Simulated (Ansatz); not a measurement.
# PrB: the cost of one run

Computed with Ansatz 0.2.0 (DFT PBE, scalar-relativistic, plane waves, PAW; 4f electrons in the core of a trivalent norm-conserving potential, unless a step's input says otherwise).

## 1. The system as given

The structure is tetragonal, space group P4/nmm (No. 129). Conventional cell: a = 2.897 Å, b = 2.897 Å, c = 8.711 Å, α = 90.00°, β = 90.00°, γ = 90.00°. Pr (site symmetry 4mm) is surrounded by 8 Pr at 2.90 to 2.91 Å and 4 B at 3.05 Å. Around B (site symmetry 4mm) lie 8 B at 2.90 to 2.96 Å and 4 Pr at 3.05 Å.

Coordinates:

```
CELL_PARAMETERS angstrom
2.89716 0.00000 0.00000
0.00000 2.89716 0.00000
0.00000 0.00000 8.71115
ATOMIC_POSITIONS crystal
Pr 0.00000 0.50000 0.88164
Pr 0.50000 0.00000 0.11836
B 0.00000 0.50000 0.37747
B 0.50000 0.00000 0.62253
```

Recipe of the guess: species swapped into a database cell of HfCd (P4/nmm, No. 129), with Pr on the Hf sites and B on the Cd sites. Lengths come from tabulated atomic sizes and are only a guess.

## 2. Probe: one point on a coarse mesh

input.yaml reads:

```yaml
crystal:
  lattice:
    - [2.89716364, 0.0, 0.0]
    - [0.0, 2.89716364, 0.0]
    - [0.0, 0.0, 8.71114587]
  atoms:
    - { symbol: Pr, position: [0.0, 0.5, 0.88164169] }
    - { symbol: Pr, position: [0.5, 0.0, 0.11835831] }
    - { symbol: B, position: [0.0, 0.5, 0.37747434] }
    - { symbol: B, position: [0.5, 0.0, 0.62252566] }
basis:
  ecutwfc: 660
kpoints:
  mp_grid: { grid: [6, 6, 2] }
hamiltonian:
  xc: pbe
  pseudopotentials:
    kind: paw
    azcp: { Pr: "pseudopotentials/pbe/nc/lanthanide_3plus/Pr.nc.azcp" }
scf:
  occupations: { method: gaussian, width: 0.1 }
  lower_state_search: "off"
output:
  forces: true
  stress: true
  eigenvalues: true
```

The run is started by

```sh
ansatz run input.yaml --threads 1 --pin off --max-ram 2560MiB --backend cpu --events-out ev --progress --plain --runs-dir out
```

**Question.** How long does this run take on 1 thread of Intel Xeon at 2.50GHz (Skylake/Cascade Lake), shared host, and how much memory does it need?

About 9 s, with a peak of 0.36 GiB.
